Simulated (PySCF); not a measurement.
# Cl6Ir ([IrCl6]3-): the cost of one run

Programs: PySCF 2.14.0, with routines of our own; each step states its level. All values are computed. Atoms count from 0.

### 1 The system as given

7 atoms, charge -3, multiplicity 1; geometry from: GFN2-xTB.

### 2 NMR shieldings: PBE0/pcSseg-1 Ir:us-x2c-TZVPall-2c, spin–orbit

The job: settings as JSON, then the geometry in Å.

```
{"job": {"xc": "PBE0", "basis": {"default": "pcSseg-1", "Ir": "us-x2c-TZVPall-2c"}, "rel": "so", "kind": "hnmr"}, "charge": -3, "multiplicity": 1}
Ir     0.001530    -0.001010    -0.000410
Cl    -0.018810    -0.009460     2.367630
Cl     0.017770     0.009300    -2.368630
Cl     2.369180     0.002920     0.018910
Cl    -2.367470     0.002260    -0.020280
Cl    -0.009560     2.365790     0.010970
Cl     0.007370    -2.369810    -0.008180
```

Method: PBE0/pcSseg-1 Ir:us-x2c-TZVPall-2c GIAO NMR shielding, X2C with spin-orbit coupling, screened-nuclear two-electron part, Gaussian nuclei, gas phase.

Launch:

```
$ OMP_NUM_THREADS=1 python heavy_run.py task.json out
```

The driver reads the jobs from task.json and runs them one after another.

Q: Estimate the wall time and peak memory of this first job on 1 thread of Arm Neoverse V2, shared host.

About 16 min, with a peak of 2.1 GiB.
